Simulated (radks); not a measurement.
**Au⁴⁺ in [Xe] 4f14 5d7: an all-electron calculation**

An exercise on one series of results from a longer session: the logs are not shown, and one member is left open.

Program: radks (a radial shooting solver on a logarithmic mesh, Libxc functionals) version 1. Level of theory: scalar-relativistic Kohn-Sham, SCAN, spin-unpolarised, spherical densities, finite nucleus. These are calculated values, not measurements, unless marked.

## Starting point

- element: gold (Z = 79)
- charge: +4
- electrons: 75
- configuration: [Xe] 4f14 5d7
- nuclear rms radius: 5.4371 fm

Outer shells as boxes (Hund's rule):

Au⁴⁺
```
[Xe] core
4f [↑↓][↑↓][↑↓][↑↓][↑↓][↑↓][↑↓]
5d [↑↓][↑↓][↑ ][↑ ][↑ ]
```

Set-up of the first run:

The run's settings:

```text
Z 79
configuration [Xe] 4f14 5d7 6s0 6p0
relativity scalar-relativistic
functional scan,scan
spin unpolarised
nucleus finite rms 5.4371 fm
c 137.035999084
```

Command:

```
python run_ks.py task.json out
```

All runs below come from this command, one after another.

One table of the session follows, with a row left open; its other results are not shown here.

It belongs to the step «Orbitals and density». Sizes of the orbitals, from the radial functions (bohr):

```
level      <r>  outermost maximum (interpolated)  90 % within  nodes
   1s  0.01687                            0.0104       0.0308      0
   2s  0.07110                            0.0601        0.110      1
   2p  0.06424                            0.0498        0.105      0
   3s        ?                                 ?            ?      ?
   3p   0.1850                             0.169        0.277      1
   3d   0.1678                             0.138        0.260      0
   4s   0.4068                             0.383        0.583      3
   4p   0.4331                             0.403        0.628      2
   4d   0.4582                             0.410        0.683      1
   5s   0.9233                             0.846         1.32      4
   4f   0.4977                             0.376        0.799      0
   5p    1.054                             0.950         1.52      3
   5d    1.377                              1.16         2.06      2
   6s    2.150                              1.97         3.05      5
   6p    2.574                              2.36         3.66      4
```

Estimate the missing values for 3s.

The run gave: <r>: 0.1837; outermost maximum (interpolated): 0.169; 90 % within: 0.269; nodes: 2. In the column «<r>» it lies between 3d (0.1678) and 3p (0.1850).

To keep in mind: Spin polarisation and multiplet splitting are left out.
